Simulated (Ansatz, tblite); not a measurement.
# Si19H28 ring sphere (Si₁₉H₂₆O): a ladder of methods and basis sets

The task here is to estimate one member of a computed series from the others.

Method: as each input shows; program: Ansatz 0.2.0, Gaussian basis.

The runs, in order: GFN1-xTB, GFN2-xTB, PBE-D4/def2-TZVP, r2SCAN-D4/def2-TZVP, BLYP-D4/def2-TZVP, LDA/def2-TZVP, BHLYP-D4/def2-TZVP, PBE-D4/def2-SVP, PBE0-D4/def2-SVP, HF/STO-3G, HF/6-31G, B3LYP-D4/6-31G, MP2/def2-SVP, RPA/def2-SVP.

**The structure**

The singlet was relaxed beforehand with PBE-D4/def2-SVP.

46 atoms, charge 0, spin multiplicity 1.

Bond lengths: Si1–Si11 2.357 Å, Si1–Si12 2.355 Å, Si1–H21 1.509 Å, Si1–H22 1.509 Å, Si2–Si12 2.357 Å, Si2–Si13 2.359 Å, Si2–H23 1.510 Å, Si2–H24 1.509 Å, Si3–Si11 2.357 Å, Si3–Si15 2.356 Å, Si3–H25 1.510 Å, Si3–H26 1.509 Å, Si4–Si12 2.350 Å, Si4–Si15 2.349 Å, Si4–Si16 2.353 Å, Si4–H27 1.511 Å, Si5–Si15 2.356 Å, Si5–Si17 2.363 Å and more. Angles: Si11–Si1–Si12 113.2°, Si11–Si1–H21 110.2°, Si11–Si1–H22 108.1°, Si12–Si1–H21 109.7°, Si12–Si1–H22 107.4°, H21–Si1–H22 108.0°, Si12–Si2–Si13 114.4°, Si12–Si2–H23 106.6°, Si12–Si2–H24 109.2°, Si13–Si2–H23 108.1°, Si13–Si2–H24 110.3°, H23–Si2–H24 107.9°, Si11–Si3–Si15 113.7°, Si11–Si3–H25 108.1°, Si11–Si3–H26 110.4°, Si15–Si3–H25 107.0°, Si15–Si3–H26 109.5°, H25–Si3–H26 108.0° and more.

PBE0-D4/def2-TZVP was run before; its log isn't repeated, and its numbers join the tables.

The first run:

Tight binding, by tblite at 300 K electronic temperature and without a spin-polarisation term:

```python
tblite.interface.Calculator('GFN1-xTB', numbers, positions, charge=0, uhf=0).singlepoint()
```

Tight binding, by tblite at 300 K electronic temperature and without a spin-polarisation term:

```python
tblite.interface.Calculator('GFN2-xTB', numbers, positions, charge=0, uhf=0).singlepoint()
```

start.molden holds the orbitals of an earlier run on this state, given as this run's starting guess.

Contents of in.yaml:

```yaml
crystal:
  periodic: [false, false, false]
  atoms:
    - {symbol: Si, position_ang: [-3.462916, -0.768970, -1.826152]}
    - {symbol: Si, position_ang: [-3.429505, 1.902477, 0.856326]}
    - {symbol: Si, position_ang: [-0.697811, -3.498231, -1.828713]}
    - {symbol: Si, position_ang: [-0.657877, -0.712081, 0.767981]}
    - {symbol: Si, position_ang: [1.957006, -3.510893, 0.814474]}
    - {symbol: Si, position_ang: [2.055647, -0.722668, -1.929347]}
    - {symbol: Si, position_ang: [1.932770, -0.734064, 3.502000]}
    - {symbol: Si, position_ang: [-0.697722, 1.971157, -1.947624]}
    - {symbol: Si, position_ang: [2.027018, 2.029033, 0.757335]}
    - {symbol: Si, position_ang: [-0.698313, 1.870147, 3.628798]}
    - {symbol: Si, position_ang: [-2.291695, -2.346674, -3.127549]}
    - {symbol: Si, position_ang: [-2.047656, 0.631771, -0.568453]}
    - {symbol: Si, position_ang: [-2.263842, 3.185336, 2.456670]}
    - {symbol: Si, position_ang: [0.757861, 0.694870, -3.293649]}
    - {symbol: Si, position_ang: [0.702489, -2.078982, -0.573051]}
    - {symbol: Si, position_ang: [0.662547, 0.688933, 2.120786]}
    - {symbol: Si, position_ang: [3.255441, -2.401123, 2.447155]}
    - {symbol: Si, position_ang: [3.401860, 0.695881, -0.615386]}
    - {symbol: Si, position_ang: [0.726815, 3.362176, -0.687192]}
    - {symbol: O, position_ang: [1.761069, -0.634988, 5.055205]}
    - {symbol: H, position_ang: [-4.357876, 0.069492, -2.705484]}
    - {symbol: H, position_ang: [-4.336349, -1.519927, -0.850802]}
    - {symbol: H, position_ang: [-4.310068, 0.921335, 1.592207]}
    - {symbol: H, position_ang: [-4.320945, 2.790043, 0.022408]}
    - {symbol: H, position_ang: [-1.436984, -4.372137, -0.844573]}
    - {symbol: H, position_ang: [0.145107, -4.393001, -2.703706]}
    - {symbol: H, position_ang: [-1.510142, -1.582895, 1.661250]}
    - {symbol: H, position_ang: [0.974122, -4.385626, 1.554332]}
    - {symbol: H, position_ang: [2.838250, -4.403829, -0.024516]}
    - {symbol: H, position_ang: [2.932052, -1.602741, -2.788959]}
    - {symbol: H, position_ang: [-1.584869, 2.819584, -2.828041]}
    - {symbol: H, position_ang: [2.882000, 2.903288, 1.643227]}
    - {symbol: H, position_ang: [-1.438554, 0.855673, 4.459575]}
    - {symbol: H, position_ang: [0.155922, 2.728128, 4.523712]}
    - {symbol: H, position_ang: [-3.270613, -3.346028, -3.699320]}
    - {symbol: H, position_ang: [-1.609679, -1.656635, -4.279722]}
    - {symbol: H, position_ang: [-3.266537, 3.774156, 3.421676]}
    - {symbol: H, position_ang: [-1.560107, 4.327314, 1.770368]}
    - {symbol: H, position_ang: [0.010362, -0.089358, -4.340626]}
    - {symbol: H, position_ang: [1.693889, 1.648472, -4.000624]}
    - {symbol: H, position_ang: [4.431690, -1.723071, 1.790985]}
    - {symbol: H, position_ang: [3.757175, -3.368336, 3.488539]}
    - {symbol: H, position_ang: [4.380183, -0.095447, 0.214177]}
    - {symbol: H, position_ang: [4.188086, 1.603280, -1.531086]}
    - {symbol: H, position_ang: [-0.041721, 4.403258, 0.084135]}
    - {symbol: H, position_ang: [1.662421, 4.071943, -1.638734]}
basis:
  gaussian: {orbitals: def2-TZVP, fitting: {mean_field: def2-universal-jkfit}, initial_orbitals: start.molden}
hamiltonian: {xc: pbe, dispersion: d4}
scf: {omitted_lower_state_checks: [starts]}
output: {orbitals: {seedname: orbitals}}
```

Started as:

```console
ansatz run in.yaml --threads 2 --pin off --events-out ev --progress --plain --max-ram 22528MiB --backend cuda --devices 0, --max-vram 18GiB
```

Steps of the session up to this table: PBE-D4/def2-TZVP; r2SCAN-D4/def2-TZVP; BLYP-D4/def2-TZVP; LDA/def2-TZVP; BHLYP-D4/def2-TZVP; PBE-D4/def2-SVP; PBE0-D4/def2-SVP; HF/STO-3G; HF/6-31G; B3LYP-D4/6-31G; MP2/def2-SVP; RPA/def2-SVP.

One of the session's tables, all rows but one given; the rest of the session is left out.

It belongs to the step «Binding energy». 

| level | binding an atom (eV) |
| --- | --- |
| HF/STO-3G | 3.572 |
| HF/6-31G | 1.972 |
| HF/def2-SVP | 2.375 |
| LDA/def2-TZVP | 3.666 |
| PBE-D4/def2-SVP | 3.299 |
| PBE-D4/def2-TZVP | 3.301 |
| BLYP-D4/def2-TZVP | 3.237 |
| r2SCAN-D4/def2-TZVP | 3.309 |
| B3LYP-D4/6-31G | 2.985 |
| PBE0-D4/def2-SVP | 3.282 |
| PBE0-D4/def2-TZVP | ? |
| BHLYP-D4/def2-TZVP | 3.241 |
| MP2/def2-SVP | 3.036 |

Q: Estimate the row for PBE0-D4/def2-TZVP from the others.

As computed: binding an atom (eV): 3.290. In the column «binding an atom (eV)» it lies between PBE0-D4/def2-SVP (3.282) and PBE-D4/def2-SVP (3.299).

Caveats from the session: Free atoms were run apart at each level; binding is atoms less cluster, divided by the number of atoms, without zero-point or spin-orbit terms.
